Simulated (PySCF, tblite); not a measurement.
# C6H3BCl2OS: geometry, infrared bands and NMR shifts

Wanted: the infrared bands and NMR shifts of C6H3BCl2OS (`ClB(Cl)c1coc2ccsc12`), by calculation.

Computed with tblite 0.8.0 and PySCF 2.14.0, with density-fitted response routines of our own, on a single molecule in the gas phase. Atoms are numbered from 0 throughout.

### 1 Starting geometry

14 atoms, charge 0, multiplicity 1; geometry from: force field or distance geometry start.

Bonds of the start (Å): Cl0–B1 1.83, B1–Cl2 1.86, B1–C3 1.56, C3–C4 1.42, C4–O5 1.33, O5–C6 1.31, C6–C7 1.38, C7–C8 1.40, C8–S9 1.71, S9–C10 1.67, C10–C3 1.37, C10–C6 1.33, C4–H11 1.08, C7–H12 1.09, C8–H13 1.08.

### 2 Geometry optimisation with GFN2-xTB

Job settings and geometry (Å):

```
{"job": {"kind": "relax", "xc": "GFN2-xTB", "basis": "xTB"}, "charge": 0, "multiplicity": 1}
Cl     2.496600     2.512900    -0.698700
B      2.519900     0.801900    -0.036100
Cl     4.156500     0.052700     0.448100
C      1.202300    -0.019700     0.136100
C      1.059400    -1.333800     0.642700
O     -0.221600    -1.697400     0.630100
C     -0.891600    -0.677300     0.157900
C     -2.238700    -0.470100    -0.066700
C     -2.448400     0.807300    -0.592500
S     -0.965200     1.636000    -0.741700
C     -0.089200     0.340000    -0.145900
H      1.863100    -1.972700     0.975600
H     -3.029500    -1.198000     0.132500
H     -3.414300     1.217800    -0.863800
```

The run is started by

```console
OMP_NUM_THREADS=1 python probes_run.py task.json out
```

One launch serves the whole session: the jobs run in the order shown.

**Question.** This job is followed by: GFN2-xTB harmonic vibrations, gas phase; GIAO PBE0/pcSseg-1 NMR shielding, non-relativistic, gas phase. Predict these results of the whole session: strongest single infrared mode (GFN2-xTB); zero-point energy (GFN2-xTB); ¹³C shifts against TMS (PBE0/pcSseg-1); ¹H shifts against TMS (PBE0/pcSseg-1); ³⁵Cl shifts against HCl (PBE0/pcSseg-1, means over atoms taken as alike); ¹¹B shifts against BF3·OEt2 (PBE0/pcSseg-1); ¹⁷O shifts against H2O (PBE0/pcSseg-1); ³³S shifts against CS2 (PBE0/pcSseg-1); surface potential, 1st and 99th percentile.

As calculated:

| quantity | value |
| --- | --- |
| strongest single infrared mode (GFN2-xTB) | 1472 cm⁻¹, 198 km/mol |
| zero-point energy (GFN2-xTB) | 48.9 kcal/mol |
| ¹³C shifts against TMS (PBE0/pcSseg-1) | 164.4, 163.6, 140.7, 134.8, 126.2, 114.5 ppm |
| ¹H shifts against TMS (PBE0/pcSseg-1) | 8.26, 7.27, 7.21 ppm |
| ³⁵Cl shifts against HCl (PBE0/pcSseg-1, means over atoms taken as alike) | 229 ppm |
| ¹¹B shifts against BF3·OEt2 (PBE0/pcSseg-1) | 49.9 ppm |
| ¹⁷O shifts against H2O (PBE0/pcSseg-1) | 284.5 ppm |
| ³³S shifts against CS2 (PBE0/pcSseg-1) | 150 ppm |
| surface potential, 1st and 99th percentile | -0.45 V and 1.30 V |

In words: Over 15 steps the energy fell by 0.699 eV; of the close pairs, B1–Cl2 changed most, 1.864 to 1.723 Å. All 36 modes are real, so the xTB geometry is a minimum. The strongest single mode, at 1472 cm⁻¹, has its largest shares on C3, C6 and C4 (the list is cut at 3 atoms). Unscaled tight-binding wavenumbers are off by several per cent, some by more. Its intensities can rank the bands wrongly. At PBE0/pcSseg-1: The largest span, 465 ppm, is at Cl0, Cl2, where the paramagnetic term is -425 ppm. NICS(1)zz of -21 ppm above the planar ring from C3 marks a diatropic (aromatic) ring current. NICS(1)zz of -24 ppm above the planar ring from C6 marks a diatropic (aromatic) ring current. By nearest atom (PBE0/pcSseg-1), the HOMO sits on C4, C8 about 20 % each; C10 18 % and the LUMO on B1 40 %; C4 21 %.
